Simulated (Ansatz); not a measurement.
# Ba3HfO: a trial structure relaxed

Aim: relax a trial structure of Ba3HfO and see where it ends.

Program: Ansatz 0.2.0. Level of theory: DFT PBE, scalar-relativistic, plane waves, PAW. These are calculated values, not measurements.

**1. The starting structure**

The structure is tetragonal, space group P4/mmm (No. 123). Conventional cell: a = 4.870 Å, b = 4.870 Å, c = 6.443 Å, α = 90.00°, β = 90.00°, γ = 90.00°. Ba (site symmetry mmm) has 2 O at 2.44 Å as nearest neighbours. Ba (site symmetry 4/mmm) has 4 Hf at 3.44 Å as nearest neighbours. Hf (site symmetry 4/mmm) is surrounded by 2 O at 3.22 Å and 4 Ba at 3.44 Å. O (site symmetry 4/mmm) is surrounded by 4 Ba at 2.44 Å and 2 Hf at 3.22 Å.

Coordinates:

```xyz
5
Lattice="4.8703 0.0000 0.0000 0.0000 4.8703 0.0000 0.0000 0.0000 6.4433" Properties=species:S:1:pos:R:3 pbc="T T T"
Ba    2.4352    0.0000    3.2216
Ba    0.0000    2.4352    3.2216
Ba    0.0000    0.0000    0.0000
Hf    2.4352    2.4352    0.0000
O     2.4352    2.4352    3.2216
```

Recipe of the guess: random cell by space group and Wyckoff sites (P4/mmm, No. 123). The dimensions are guesses.

**2. The guess as it stands, on a coarse mesh**

Contents of input.yaml:

```yaml
crystal:
  lattice:
    - [4.87033675, 0.0, 0.0]
    - [0.0, 4.87033675, 0.0]
    - [0.0, 0.0, 6.44327828]
  atoms:
    - { symbol: Ba, position: [0.5, 0.0, 0.5] }
    - { symbol: Ba, position: [0.0, 0.5, 0.5] }
    - { symbol: Ba, position: [0.0, 0.0, 0.0] }
    - { symbol: Hf, position: [0.5, 0.5, 0.0] }
    - { symbol: O, position: [0.5, 0.5, 0.5] }
basis:
  ecutwfc: 420
kpoints:
  mp_grid: { grid: [4, 4, 4] }
hamiltonian:
  xc: pbe
scf:
  occupations: { method: gaussian, width: 0.1 }
  lower_state_search: "off"
output:
  forces: true
  stress: true
  eigenvalues: true
```

Started as:

```
> ansatz run input.yaml --threads 1 --pin off --max-ram 2560MiB --backend cpu --events-out ev --progress --plain --runs-dir out
```

Further runs follow: a loose first relaxation; full relaxation.

What does the calculation give? Wanted: conventional cell; volume; energy over the elements; gap on the mesh.

As calculated:

| quantity | value |
| --- | --- |
| symmetry at the end (tolerance 0.05 Å) | space group P4/mmm (No. 123) |
| conventional cell | a = 6.562 Å, b = 6.562 Å, c = 4.118 Å, α = 90.00°, β = 90.00°, γ = 90.00° |
| volume | 35.46 Å³/atom |
| energy over the elements (uncorrected; H, N, O, F and Cl as molecules) | -0.70 eV/atom |
| gap on the mesh | none (metal) |

**Reading.** The space group P4/mmm (No. 123) is kept, and the volume per atom grows by 16.0 % from the first guess. It lies below the elements, which doesn't yet make it stable: competing phases were not computed in this session. No finished test with a distortion of lower symmetry is shown, so the end may be a saddle point. Spin-orbit coupling is left out for Hf.
